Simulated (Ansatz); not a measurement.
# Cu3P14Pd2Au: the cost of one run

All numbers below are computed with Ansatz 0.2.0 (DFT PBE, scalar-relativistic, plane waves, PAW).

## Step 1: The structure to begin with

The cell holds 20 atoms (AuCu3P14Pd2): a = 6.721 Å, b = 6.474 Å, c = 6.225 Å, α = 91.35°, β = 87.61°, γ = 90.02°.

14 P, 3 Cu, 2 Pd, 1 Au were thrown into a skewed cell at random, at 1.05 times a reference volume of the solid, and pushed apart as soft spheres.

Its coordinates follow in the input file.

## Step 2: Langevin stage at 1530 K

The cutoff is lowered while the worst contacts of the packing are taken out. One k point, a Fermi-Dirac width of 0.132 eV and a fixed cell.

Contents of input.yaml:

```yaml
crystal:
  lattice:
    - [6.719352, -0.000285, 0.13478]
    - [-0.000285, 6.473989, -0.074591]
    - [0.13478, -0.074591, 6.222798]
  atoms:
    - { symbol: P, position: [0.2867798882, 0.2193180638, 0.0651125972] }
    - { symbol: P, position: [0.7495915352, 0.3061846712, 0.6719379097] }
    - { symbol: P, position: [0.9113112747, 0.869087004, 0.4933616767] }
    - { symbol: P, position: [0.2337481565, 0.9025299546, 0.7552860829] }
    - { symbol: P, position: [0.043642835, 0.4225492631, 0.2886909601] }
    - { symbol: P, position: [0.4265563771, 0.198337371, 0.5993911431] }
    - { symbol: P, position: [0.170003805, 0.1306924818, 0.4060482789] }
    - { symbol: P, position: [0.9371075097, 0.1781435902, 0.0866176008] }
    - { symbol: P, position: [0.3508761712, 0.5079287618, 0.2976457967] }
    - { symbol: P, position: [0.9647804615, 0.0804941772, 0.755086897] }
    - { symbol: P, position: [0.7108814343, 0.1494109766, 0.3497300274] }
    - { symbol: P, position: [0.4036926935, 0.6404985305, 0.6178170785] }
    - { symbol: P, position: [0.8369668723, 0.6404116269, 0.7377203012] }
    - { symbol: P, position: [0.1768036474, 0.6090305939, 0.039432034] }
    - { symbol: Cu, position: [0.1266366342, 0.419776829, 0.7117578414] }
    - { symbol: Cu, position: [0.8804054377, 0.8121197905, 0.1151869183] }
    - { symbol: Cu, position: [0.5442516024, 0.4932108896, 0.9448024512] }
    - { symbol: Pd, position: [0.6071448317, 0.9340317534, 0.7992341398] }
    - { symbol: Pd, position: [0.4810001751, 0.8669827141, 0.2245980686] }
    - { symbol: Au, position: [0.6973228696, 0.5486316912, 0.3875057929] }
  symmetry: { detect: false }
basis:
  ecutwfc: 320
  xc_grid: 1
kpoints:
  mp_grid: { grid: [1, 1, 1], shift: [0.25, 0.25, 0.25] }
hamiltonian:
  xc: pbe
scf:
  occupations: { method: fermi_dirac, width: 0.1318 }
  lower_state_search: "off"
  convergence: { dr2_threshold: 1.0e-05 }
output:
  forces: true
  stress: true
md:
  timestep: 3.0
  n_steps: 24
  ensemble: nvt_langevin
  friction: 0.03
  temperature: 1530.0
  initial_velocities: maxwell_boltzmann
  seed: 15279
```

On the command line:

```console
$ ansatz run input.yaml --threads 2 --pin off --max-ram 5120MiB --backend cpu --events-out ev --progress --plain --runs-dir out
```

**Question.** How long does this run take on 2 threads of Arm Neoverse V1, shared host, and how much memory does it need?

About 38 s, with a peak of 0.44 GiB.
